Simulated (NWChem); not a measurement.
# One shape, several levels: KF (SMILES [F][K])

Wanted: a comparison of 6 runs (PBE0/def2-SVP, r2SCAN/def2-SVP, BHLYP/def2-TZVPP, M06-2X/def2-TZVPP, CCSD/pcseg-2, CCSD(T)/def2-TZVPP) of KF. 

The results are computed with NWChem 7.3.0.

### Step 1. The molecule

KF: 2 atoms, total charge 0, spin state singlet. As SMILES, `[F][K]`. The coordinates come from a PBE0-D4/def2-TZVP relaxation.

Bond lengths: F1–K2 2.188 Å.

### Step 2. Energy and forces at PBE0/def2-SVP (run 1)

Input file fk.nw:

```
start fk
title "FK gradient"
memory 2200 mb

geometry noautosym nocenter noautoz
  F        0.946100      -0.362400       0.470400
  K       -0.916600       0.302200      -0.466300
end

basis spherical bse
  * library def2-SVP
end

dft
  xc pbe0
  grid xfine
  convergence energy 1e-08
  iterations 100
  mulliken
end

task dft gradient
```

The run is started by

```console
$ nwchem fk.nw > fk.out
```

Log:

```text
[...]
          Wavefunction type:  closed shell.
          No. of atoms     :     2
          No. of electrons :    28
[...]
          Charge           :     0
          Spin multiplicity:     1
[...]
          AO basis - number of functions:    38
[...]
              XC Information
              --------------
                         PBE0 Method XC Functional
                     Hartree-Fock (Exact) Exchange  0.250
          PerdewBurkeErnzerhof Exchange Functional  0.750
            Perdew 1991 LDA Correlation Functional  1.000 local
           PerdewBurkeErnz. Correlation Functional  1.000 non-local
[...]
 d= 0,ls=0.0,diis     1   -699.2773706117 -7.41D+02  8.31D-02  8.88D-01     0.7
[...]
 d= 0,ls=0.0,diis     8   -699.3740627148 -4.00D-10  1.21D-06  2.80D-09     3.5
         Total DFT energy =     -699.374062714809
      One electron energy =    -1048.725064672761
           Coulomb energy =      351.797174494391
    Exchange-Corr. energy =      -43.797183458367
 Nuclear repulsion energy =       41.351010921927
[...]
      Total Density - Mulliken Population Analysis
     ---------------------------------------------
    Atom       Charge   Shell Charges
 -----------   ------   -------------------------------------------------------
    1 F    9     9.64   1.99  1.09  0.88  3.31  2.36  0.00
    2 K   19    18.36   2.00  2.00  2.00  0.06 -0.01  6.00  5.99  0.11  0.06  0.16
[...]
  wavefunction    = closed shell
                         DFT ENERGY GRADIENTS
    atom               coordinates                        gradient
                 x          y          z           x          y          z
   1 F       1.787870  -0.684837   0.888927    0.008296  -0.002960   0.004172
   2 K      -1.732123   0.571075  -0.881179   -0.008296   0.002960  -0.004172
[...]
```

Run time: 5.4 s. Hardware: 1 thread of Intel Xeon Platinum 8488C (Sapphire Rapids), shared host; peak memory 0.12 GiB.

### Step 3. Energy and forces at r2SCAN/def2-SVP (run 2)

Input file fk.nw:

```
START fk
TITLE "FK"
memory 2200 mb

GEOMETRY units au noautosym nocenter noautoz
  F    1.78786989  -0.68483675   0.88892717
  K   -1.73212297   0.57107523  -0.88117929
END

BASIS spherical bse
  * library def2-SVP
END

DFT
  xc r2scan
  grid xfine
  convergence energy 1e-08
  iterations 100
  mulliken
END

TASK dft gradient
```

The run is started by

```console
$ nwchem fk.nw > fk.out
```

Log:

```text
[...]
          Wavefunction type:  closed shell.
          No. of atoms     :     2
          No. of electrons :    28
[...]
          Charge           :     0
          Spin multiplicity:     1
[...]
          AO basis - number of functions:    38
[...]
              XC Information
              --------------
                      r^2SCAN Method XC Functional
               r^2SCAN metaGGA Exchange Functional  1.000
                     r^2SCAN Correlation Potential  1.000
[...]
 d= 0,ls=0.0,diis     1   -699.4675292843 -7.41D+02  1.02D-01  8.88D-01     0.8
[...]
 d= 0,ls=0.5,diis    34   -699.5639655830 -6.92D-09  3.14D-06  7.43D-09    17.7
[...]
         Total DFT energy =     -699.563965587498
      One electron energy =    -1048.708074328341
           Coulomb energy =      351.778284970103
    Exchange-Corr. energy =      -43.985184120415
 Nuclear repulsion energy =       41.351007891156
[...]
      Total Density - Mulliken Population Analysis
     ---------------------------------------------
    Atom       Charge   Shell Charges
 -----------   ------   -------------------------------------------------------
    1 F    9     9.63   1.99  1.10  0.87  3.32  2.35  0.00
    2 K   19    18.37   2.00  2.00  2.00  0.07 -0.02  6.00  5.99  0.12  0.06  0.16
[...]
  wavefunction    = closed shell
                         DFT ENERGY GRADIENTS
    atom               coordinates                        gradient
                 x          y          z           x          y          z
   1 F       1.787870  -0.684837   0.888927    0.005984  -0.002135   0.003009
   2 K      -1.732123   0.571075  -0.881179   -0.005984   0.002135  -0.003009
[...]
```

Run time: 20 s. Hardware: 1 thread of Intel Xeon Platinum 8488C (Sapphire Rapids), shared host; peak memory 0.12 GiB.

Runs 3 to 4 aren't shown in full; the table further down has their settings and results.

### Step 4. A single-point energy at CCSD/pcseg-2 (run 5)

Input file fk.nw:

```
start fk
title "FK"
memory stack 880 mb heap 220 mb global 1100 mb

geometry units au noautosym nocenter noautoz
   F      1.78786989    -0.68483675     0.88892717
   K     -1.73212297     0.57107523    -0.88117929
end

basis spherical bse
   * library pcseg-2
end

scf
   singlet
   rhf
   thresh 1e-08
   maxiter 80
   print low
end

ccsd
   freeze core 6
   maxiter 60
end

task ccsd energy
```

The run is started by

```console
$ nwchem fk.nw > fk.out
```

Log:

```text
[...]
  functions       =    63
[...]
  wavefunction    = RHF
[...]
         Total SCF energy =   -698.668379367431
      One-electron energy =  -1049.289760299915
      Two-electron energy =    309.270373041328
 Nuclear repulsion energy =     41.351007891156
        Time for solution =     13.5s
[...]
 Total MP2 energy:           -699.088753535252863
[...]
             energy      energy      error      ampl     ampl      Block
                                                time     time      time
[...]
 Total CCSD energy:           -699.101356082928305
[...]
```

Run time: 53 s. Hardware: 1 thread of Intel Xeon Platinum 8488C (Sapphire Rapids), shared host; peak memory 0.13 GiB.

### Step 5. A single-point energy at CCSD(T)/def2-TZVPP (run 6)

Input file fk.nw:

```
echo
start fk
memory total 2200 mb
charge 0

geometry units angstroms noautosym nocenter noautoz
   F        0.946100      -0.362400       0.470400
   K       -0.916600       0.302200      -0.466300
end

basis spherical bse
   * library def2-TZVPP
end

scf
   thresh 1e-08
   maxiter 80
   noprint "final vectors analysis"
end

ccsd
   freeze core 6
   maxiter 60
end

task ccsd(t)
```

The run is started by

```console
$ nwchem fk.nw > fk.out
```

Log:

```text
[...]
  functions       =    64
[...]
  wavefunction    = RHF
[...]
         Total SCF energy =   -698.673442687782
      One-electron energy =  -1049.057266652085
      Two-electron energy =    309.032813042375
 Nuclear repulsion energy =     41.351010921927
        Time for solution =     11.3s
[...]
 Total MP2 energy:           -699.104409691553201
[...]
             energy      energy      error      ampl     ampl      Block
                                                time     time      time
[...]
 Total CCSD energy:           -699.112490215667094
[...]
 Total CCSD+T(CCSD) energy:           -699.122630940382351
[...]
 Total CCSD(T) energy:                -699.121778221736577
[...]
```

Run time: 65 s. Hardware: 1 thread of Intel Xeon Platinum 8488C (Sapphire Rapids), shared host; peak memory 0.14 GiB.

### Step 6. Overview of the runs

```tsv
run	level	task	integration grid	energy (Eh)	dipole moment (D)	largest force (eV/Å)	wall time
1	PBE0/def2-SVP	gradient	xfine	-699.374063	8.01	0.501	5.4 s
2	r2SCAN/def2-SVP	gradient	xfine	-699.563966	7.93	0.361	20 s
3	BHLYP/def2-TZVPP	gradient	xfine	-699.828303	8.74	0.041	15 s
4	M06-2X/def2-TZVPP	gradient	xfine	-699.813154	8.75	0.084	18 s
5	CCSD/pcseg-2	energy	–	-699.101356	–	–	53 s
6	CCSD(T)/def2-TZVPP	energy	–	-699.121778	–	–	65 s
```

### Step 7. Summary of results

| quantity | value |
| --- | --- |
| run 6: total energy | -699.12178 Eh |
| run 6: correlation energy (6 core orbitals frozen) | -448.3 mEh |
| run 6: (T) correction | -9.29 mEh |

What this shows: Over runs 1, 2, 3, 4 the dipole moment (its size) runs from 7.93 D (r2SCAN/def2-SVP) to 8.75 D (M06-2X/def2-TZVPP). The two ends differ in method and basis. Over runs 1, 2, 4 the HOMO–LUMO gap runs from 3.01 eV (r2SCAN/def2-SVP) to 7.14 eV (M06-2X/def2-TZVPP). Totals of different functionals can't be ranked against each other. All runs together took 2.9 min, the longest 65 s.
